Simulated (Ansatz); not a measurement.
**Sb: pressure against volume**

The task here is to estimate one member of a computed series from the others.

Program: Ansatz 0.2.0. Level of theory: DFT PBEsol, scalar-relativistic. These are calculated values, not measurements.

### The structure to begin with

Symmetry: I4/mmm, No. 139, tetragonal system. Conventional cell: a = 3.010 Å, b = 3.010 Å, c = 4.960 Å, α = 90.00°, β = 90.00°, γ = 90.00°. Around Sb (site symmetry 4/mmm) lie 12 Sb at 3.01 to 3.27 Å.

Coordinates:

```xyz
1
Lattice="-1.5050 1.5050 2.4800 1.5050 -1.5050 2.4800 1.5050 1.5050 -2.4800" Properties=species:S:1:pos:R:3 pbc="T T T"
Sb    0.0000    0.0000    0.0000
```

The cell comes from a crystallographic database entry that wasn't checked; take it as a given geometry, which may be far from equilibrium.

The first run:

The input, input.yaml:

```yaml
crystal:
  lattice:
    - [-1.4742770936, 1.4742770936, 2.4293735496]
    - [1.4742770936, -1.4742770936, 2.4293735496]
    - [1.4742770936, 1.4742770936, -2.4293735496]
  atoms:
    - { symbol: Sb, position: [0.0, 0.0, 0.0] }
kpoints:
  mp_grid: { grid: [13, 13, 15] }
  band_path:
    path:
      - [0.0, 0.0, 0.0]
      - [0.0, 0.0, 0.5]
      - [0.25, 0.25, 0.25]
      - [0.0, 0.5, 0.0]
      - [0.0, 0.0, 0.0]
      - [0.5, 0.5, -0.5]
      - [0.3420681988, 0.6579318012, -0.3420681988]
      - [-0.3420681988, 0.3420681988, 0.3420681988]
      - [0.0, 0.0, 0.0]
    npoints: 5
scf:
  occupations: { method: fermi_dirac, width: 0.03 }
hamiltonian:
  xc: pbesol
  pseudopotentials: { kind: all_electron, lapw: { basis_error: 0.00025 } }
output:
  forces: true
  stress: true
  eigenvalues: true
```

Started as:

```sh
$ ansatz run input.yaml --threads 1 --pin off --max-ram 3072MiB --backend cpu --events-out ev --progress --plain --runs-dir out
```

Among the steps run: Volume × 0.94, LAPW; Volume × 0.94, PAW; Volume × 0.94, crystal datasets; Volume × 0.98, LAPW; Volume × 0.98, PAW; Volume × 0.98, crystal datasets; Volume × 1.01, LAPW; Volume × 1.01, PAW; Volume × 1.01, crystal datasets; Volume × 1.04, LAPW; Volume × 1.04, PAW; Volume × 1.04, crystal datasets.

One table of the session follows, with a row left open; its other results are not shown here.

It belongs to the step «Fits». 

```
          method  volume (Å³/atom)  pressure (GPa)
            LAPW            21.121           24.33
            LAPW            22.020           17.93
            LAPW            22.469           15.18
            LAPW            22.694           13.90
            LAPW            23.368           10.44
             PAW            21.121           24.31
             PAW            22.020               ?
             PAW            22.469           15.16
             PAW            22.694           13.89
             PAW            23.368           10.43
crystal datasets            21.121           24.33
crystal datasets            22.020           17.93
crystal datasets            22.469           15.18
crystal datasets            22.694           13.90
crystal datasets            23.368           10.44
```

**Question.** Estimate the row for PAW, 22.020.

As computed: pressure (GPa): 17.91. In the column «pressure (GPa)» it lies between crystal datasets, 22.469 (15.18) and LAPW, 22.020 (17.93).

Limits of these values: Warnings in the runs' records: symmetry narrowed by mesh, gradients without spin orbit, crystal datasets made.
